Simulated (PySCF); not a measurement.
# C5H7O2Si: the cost of one run

Computed with PySCF 2.14.0 and routines of our own; the level stands in each step. Atoms count from 0.

## 1. The starting structure

15 atoms, charge -1, multiplicity 1; geometry from: GFN2-xTB.

## 2. Geometry optimisation at PBE0-D3(BJ)/def2-SVP

The job: settings as JSON, then the geometry in Å.

```
{"job": {"xc": "PBE0", "basis": "def2-SVP", "d3": "d3bj", "grid": 2, "kind": "geom"}, "charge": -1, "multiplicity": 1}
O      2.975866    -2.238795     0.603699
C      2.259151    -1.265179     0.360467
C      0.848093    -1.250355     0.298814
C      0.057671    -0.161627     0.032552
Si    -1.843902    -0.264522    -0.011893
C      0.503515     1.143397    -0.234566
C     -0.489898     2.054382    -0.465963
O     -1.722426     1.737881    -0.438777
H      2.756132    -0.287205     0.167993
H      0.355722    -2.197321     0.484778
H     -2.004360    -1.750238     0.303025
H     -2.540671     0.243086     1.182570
H     -2.449918    -0.305183    -1.353895
H      1.541480     1.444945    -0.264074
H     -0.250868     3.104724    -0.686642
```

Run with:

```sh
$ OMP_NUM_THREADS=1 python excited_run.py task.json out
```

This one command runs all jobs of the session in turn.

Q: Estimate the wall time and peak memory of this first job on 1 thread of AMD EPYC 7R13, shared host.

About 74 s, with a peak of 0.73 GiB.
